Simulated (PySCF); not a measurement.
# BiH8N4 (Bi(NH2)4-): the cost of one run

Program: PySCF 2.14.0. Level of theory: PBE0, Bi def2-SVP with ECP60, N def2-SVP, H def2-SVP; scalar-relativistic core potentials, no spin–orbit coupling. These are calculated values, not measurements.

1 further run of the same task is left out (for a known fault of the program).

### 1 Where the work starts

13 atoms, charge -1, spin multiplicity 1.

Bond lengths: Bi1–N2 2.384 Å, Bi1–N5 2.204 Å, Bi1–N8 2.384 Å, Bi1–N11 2.204 Å, N2–H3 1.028 Å, N2–H4 1.028 Å, N5–H6 1.025 Å, N5–H7 1.025 Å, N8–H9 1.028 Å, N8–H10 1.028 Å, N11–H12 1.025 Å, N11–H13 1.025 Å. Angles: N2–Bi1–N5 80.1°, N2–Bi1–N8 145.8°, N2–Bi1–N11 80.1°, N5–Bi1–N8 80.1°, N5–Bi1–N11 108.5°, N8–Bi1–N11 80.1°, Bi1–N2–H3 106.2°, Bi1–N2–H4 106.2°, H3–N2–H4 102.6°, Bi1–N5–H6 100.9°, Bi1–N5–H7 100.9°, H6–N5–H7 105.7°, Bi1–N8–H9 106.2°, Bi1–N8–H10 106.2°, H9–N8–H10 102.6°, Bi1–N11–H12 100.9°, Bi1–N11–H13 100.9°, H12–N11–H13 105.7°.

Coordinates:

```xyz
13

Bi    0.8207    0.0000    0.0000
N     0.1187    1.6109    1.6109
H     0.5847    1.3568    2.4917
H     0.5847    2.4917    1.3568
N    -0.4676   -1.2649    1.2649
H    -1.0576   -0.5554    1.7108
H    -1.0576   -1.7108    0.5554
N     0.1187   -1.6109   -1.6109
H     0.5847   -2.4917   -1.3568
H     0.5847   -1.3568   -2.4917
N    -0.4676    1.2649   -1.2649
H    -1.0576    1.7108   -0.5554
H    -1.0576    0.5554   -1.7108
```

Formal oxidation states: Bi +3. An earlier session relaxed this geometry at PBE0, Bi def2-SVP with ECP60, N def2-SVP, H def2-SVP (singlet, point group C2v).

Its energy there is -438.005011 Eh.

### 2 One electron removed, multiplicity 2

run.py (the lines that set the calculation) reads:

```python
mol = gto.M(atom='''
Bi     0.82069     0.00000     0.00000
N      0.11875     1.61091     1.61091
H      0.58473     1.35685     2.49172
H      0.58473     2.49172     1.35685
N     -0.46756    -1.26493     1.26493
H     -1.05762    -0.55540     1.71080
H     -1.05762    -1.71080     0.55540
N      0.11875    -1.61091    -1.61091
H      0.58473    -2.49172    -1.35685
H      0.58473    -1.35685    -2.49172
N     -0.46756     1.26493    -1.26493
H     -1.05762     1.71080    -0.55540
H     -1.05762     0.55540    -1.71080''',
    basis={'Bi': 'def2-SVP', 'N': 'def2-SVP', 'H': 'def2-SVP'},
    ecp={'Bi': 'def2-SVP'},
    charge=0, spin=1)
mf = dft.UKS(mol, xc='PBE0')
mf.grids.atom_grid = (50, 194)
mf = mf.density_fit()  # fitting sets: Bi def2-universal-JKFIT, N def2-universal-JKFIT, H def2-universal-JKFIT
mf.conv_tol = 1e-08; mf.max_cycle = 55
mf.kernel(dm0)  # dm0: the density of the relaxed state
```

Started as:

```
OMP_NUM_THREADS=2 python run.py
```

**Question.** How long does this run take on 2 threads of Intel Xeon 6975P-C (Granite Rapids), shared host?

About 5.6 s.
